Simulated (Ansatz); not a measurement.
Write the native input for Ansatz 0.2.0 that does the following.

| Item | Value |
| --- | --- |
| Task | band structure |
| Functional | PBEsol |
| Potentials or basis | all-electron LAPW, scalar-relativistic |
| Cutoff | 286 eV (chosen from the basis error) |
| Basis error allowed | 0.002 eV/atom |
| k mesh | 10 × 10 × 10 |
| Occupations | fermi-dirac, width 0.05 eV |
| Spin | collinear spin, ferromagnetic start |
| Starting moments | [0.0, 1.0, 1.0, 1.0] μB |

Ni3Pt:

```
Pt Ni
1.0
    -1.81487    1.81487    3.60339
     1.81487   -1.81487    3.60339
     1.81487    1.81487   -3.60339
Pt Ni
1 3
Direct
  0.00000 0.00000 0.00000
  0.50000 0.50000 0.00000
  0.25000 0.75000 0.50000
  0.75000 0.25000 0.50000
```

The cell comes from a database or a generator and needn't be the stable form of this composition.

The input as run:

input.yaml

```yaml
crystal:
  lattice:
    - [-1.81486819, 1.81486819, 3.6033856]
    - [1.81486819, -1.81486819, 3.6033856]
    - [1.81486819, 1.81486819, -3.6033856]
  atoms:
    - { symbol: Pt, position: [0.0, 0.0, 0.0] }
    - { symbol: Ni, position: [0.5, 0.5, 0.0], spin: 1.0 }
    - { symbol: Ni, position: [0.25, 0.75, 0.5], spin: 1.0 }
    - { symbol: Ni, position: [0.75, 0.25, 0.5], spin: 1.0 }
kpoints:
  mp_grid: { grid: [10, 10, 10] }
  band_path:
    path:
      - [0.0, 0.0, 0.0]
      - [0.5, -0.5, 0.0]
      - [0.5, -0.5, 0.1268348806]
      - [0.3134174403, -0.3134174403, 0.3134174403]
      - [0.0, 0.0, 0.0]
      - [0.5, 0.5, -0.5]
      - [0.6865825597, 0.3134174403, -0.3134174403]
      - [0.5, 0.0, 0.0]
    npoints: 6
scf:
  occupations: { method: fermi_dirac, width: 0.05 }
hamiltonian:
  xc: pbesol
  pseudopotentials: { kind: all_electron, lapw: { basis_error: 0.002 } }
magnetization:
  spin_polarized: true
output:
  forces: true
  stress: true
  eigenvalues: true
```

Potentials or basis: all-electron LAPW, scalar-relativistic.

Launch:

```bash
$ ansatz run input.yaml --threads 4 --pin off --max-ram 12288MiB --backend cpu --events-out ev --progress --plain --runs-dir out
```

Results of the run:

The pressure is -4.1 GPa. The band gap along the path is none (metal or under the smearing width), the net moment is 2.38 μB per cell and the absolute moment is 2.63 μB per cell. The site moments are Pt +0.38; Ni +0.67, +0.71 μB.

Caveat: spin-orbit coupling is left out, which moves the levels of the heavy elements.

It took 76 s on 4 threads of Arm Neoverse V2, with other jobs on the host, peak memory 1.5 GiB.
